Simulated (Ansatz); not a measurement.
# InSe2: the cost of one run

Computed with Ansatz 0.2.0 (DFT r2SCAN, scalar-relativistic, plane waves, PAW, unless a step's input says otherwise).

2 further runs of the same task are left out: 2 set aside as unsound or not needed.

### Step 1. The starting structure

It takes space group P4/nmm (No. 129, tetragonal). The conventional cell has a = 3.895 Å, b = 3.895 Å, c = 9.626 Å, α = 90.00°, β = 90.00°, γ = 90.00°. Around In (site symmetry 4mm) lie 4 Se at 2.84 Å. Se (site symmetry 4mm) has 4 In at 2.84 Å in its first shell of neighbours. Around Se (site symmetry -4m2) lie 4 Se at 2.75 Å.

Coordinates:

```cif
data_structure
_symmetry_space_group_name_H-M 'P 1'
_symmetry_Int_Tables_number 1
_cell_length_a 3.8949
_cell_length_b 3.8949
_cell_length_c 9.6262
_cell_angle_alpha 90.000
_cell_angle_beta 90.000
_cell_angle_gamma 90.000
_cell_volume 146.03
loop_
_atom_site_label
_atom_site_type_symbol
_atom_site_fract_x
_atom_site_fract_y
_atom_site_fract_z
_atom_site_occupancy
In1 In 0.00000 0.50000 0.70647 1
In2 In 0.50000 0.00000 0.29353 1
Se1 Se 0.00000 0.50000 0.36621 1
Se2 Se 0.50000 0.00000 0.63379 1
Se3 Se 0.00000 0.00000 0.00000 1
Se4 Se 0.50000 0.50000 0.00000 1
```

The structure comes from the Materials Project (structure only).

(A quick probe on a coarse mesh, which set the mesh and smearing, is not shown.)

### Step 3. Relaxing cell and atoms

File input.yaml:

```yaml
crystal:
  lattice:
    - [3.894893, 0.0, 0.0]
    - [0.0, 3.894893, 0.0]
    - [0.0, 0.0, 9.626231]
  atoms:
    - { symbol: In, position: [0.0, 0.5, 0.706468] }
    - { symbol: In, position: [0.5, 0.0, 0.293532] }
    - { symbol: Se, position: [0.0, 0.5, 0.366212] }
    - { symbol: Se, position: [0.5, 0.0, 0.633788] }
    - { symbol: Se, position: [0.0, 0.0, 0.0] }
    - { symbol: Se, position: [0.5, 0.5, 0.0] }
basis:
  ecutwfc: 500
kpoints:
  mp_grid: { grid: [10, 10, 4] }
hamiltonian:
  xc: r2scan
scf:
  occupations: { method: gaussian, width: 0.1 }
output:
  forces: true
  stress: true
  eigenvalues: true
  write_density: true
  write_potential: true
  elf: true
  volumetric_format: npy
relax:
  adjacent_minimum: "off"
  f_tol: 0.005
  max_steps: 80
  cell: { stress_tol: 0.05 }
```

Run with:

```
> ansatz run input.yaml --threads 1 --pin off --max-ram 2560MiB --backend cpu --events-out ev --progress --plain --runs-dir out
```

What time and memory should one allow on 1 thread of Arm Neoverse V1, shared host?

About 8.3 min, with a peak of 1 GiB.
